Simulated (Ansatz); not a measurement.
**AlClH6SiSn: up Jacob's ladder to CCSD(T)**

One table from this session's results is given with a row withheld; the runs are named, their logs left out.

Method: functionals in def2-TZVPP, the program's frozen cores in correlated methods; program: Ansatz 0.2.0, Gaussian basis.

Plan: LDA (SPW92), PBE-D4, revPBE-D4, BLYP-D4, r2SCAN-D4, B97M-V, PBE0-D4, B3LYP-D4, r2SCANh-D4, r2SCAN0-D4, HSE06-D4, BHLYP-D4, CAM-B3LYP-D4, LC-ωPBE, ωB97X-V, ωB97M-V, B2PLYP, PBE-QIDH; CCSD(T)/def2-SVP; CCSD(T)/def2-TZVPP; MP2/def2-QZVPP; extrapolation to the limit; RPA on PBE.

**The geometry**

All runs share one geometry, relaxed beforehand with PBE0-D4 in a triple-zeta def2 set. Sn takes the def2 core potential; no spin-orbit term is included.

SMILES `[SiH3][Al]([Cl])[SnH3]`, 10 atoms, charge 0, spin multiplicity 1.

Atoms are counted from 1 here; the program's logs count them from 0.

Bond lengths: Si1–Al2 2.453 Å, Si1–H5 1.491 Å, Si1–H6 1.491 Å, Si1–H7 1.488 Å, Al2–Cl3 2.108 Å, Al2–Sn4 2.657 Å, Sn4–H8 1.712 Å, Sn4–H9 1.708 Å, Sn4–H10 1.712 Å. Angles: Al2–Si1–H5 109.7°, Al2–Si1–H6 109.7°, Al2–Si1–H7 112.9°, H5–Si1–H6 107.2°, H5–Si1–H7 108.6°, H6–Si1–H7 108.6°, Si1–Al2–Cl3 117.3°, Si1–Al2–Sn4 126.3°, Cl3–Al2–Sn4 116.4°, Al2–Sn4–H8 111.1°, Al2–Sn4–H9 113.0°, Al2–Sn4–H10 111.2°, H8–Sn4–H9 107.5°, H8–Sn4–H10 106.3°, H9–Sn4–H10 107.5°.

The first run:

in.yaml reads:

```yaml
crystal:
  periodic: [false, false, false]
  atoms:
    - {symbol: Si, position_ang: [0.028180, 1.416944, -1.811312]}
    - {symbol: Al, position_ang: [0.885402, -0.112565, -0.096163]}
    - {symbol: Cl, position_ang: [2.951984, -0.529517, -0.118402]}
    - {symbol: Sn, position_ang: [-0.540065, -1.307378, 1.801346]}
    - {symbol: H, position_ang: [-1.010113, 0.725459, -2.628086]}
    - {symbol: H, position_ang: [-0.628444, 2.586520, -1.160022]}
    - {symbol: H, position_ang: [1.092071, 1.917674, -2.722796]}
    - {symbol: H, position_ang: [-1.766373, -2.291326, 1.124968]}
    - {symbol: H, position_ang: [0.406123, -2.296830, 2.821973]}
    - {symbol: H, position_ang: [-1.335666, -0.160182, 2.791494]}
basis:
  gaussian: {orbitals: def2-TZVPP}
hamiltonian: {xc: lda}
output: {orbitals: {seedname: orbitals}}
```

On the command line:

```bash
$ ansatz run in.yaml --threads 4 --pin off --events-out ev --progress --plain --max-ram 10444MiB
```

Among the steps run: LDA; PBE-D4 (GGA); revPBE-D4 (GGA); BLYP-D4 (GGA); r2SCAN-D4 (meta-GGA); B97M-V (meta-GGA); B3LYP-D4 (hybrid); r2SCANh-D4 (hybrid); r2SCAN0-D4 (hybrid); HSE06-D4 (hybrid); BHLYP-D4 (hybrid); CAM-B3LYP-D4 (range-separated); LC-ωPBE (range-separated); ωB97X-V (range-separated); ωB97M-V (range-separated); B2PLYP (double hybrid); PBE-QIDH (double hybrid).

One table of the session follows, with a row left open; its other results are not shown here.

It belongs to the step «Frontier levels by functional». 

```
  functional  HOMO (eV)  LUMO (eV)  gap (eV)
 LDA (SPW92)      -6.31      -3.21      3.10
      PBE-D4      -6.21      -3.04      3.17
   revPBE-D4      -6.17      -2.96      3.21
     BLYP-D4      -6.06      -2.88      3.18
   r2SCAN-D4      -6.44      -2.89      3.55
      B97M-V      -6.50      -3.01      3.49
     PBE0-D4      -7.19      -2.33      4.85
    B3LYP-D4      -7.00      -2.48      4.52
  r2SCANh-D4      -6.79      -2.64      4.16
  r2SCAN0-D4      -7.33      -2.26      5.07
    HSE06-D4      -6.81      -2.70      4.10
    BHLYP-D4      -8.06      -1.52      6.54
CAM-B3LYP-D4      -8.35      -1.33      7.03
     LC-ωPBE      -9.59      -0.34      9.25
     ωB97X-V      -9.29      -0.43      8.85
     ωB97M-V          ?          ?         ?
```

**Question.** Estimate the row for ωB97M-V.

As computed: HOMO (eV): -9.05; LUMO (eV): -0.65; gap (eV): 8.40. In the column «HOMO (eV)» it lies between ωB97X-V (-9.29) and CAM-B3LYP-D4 (-8.35).
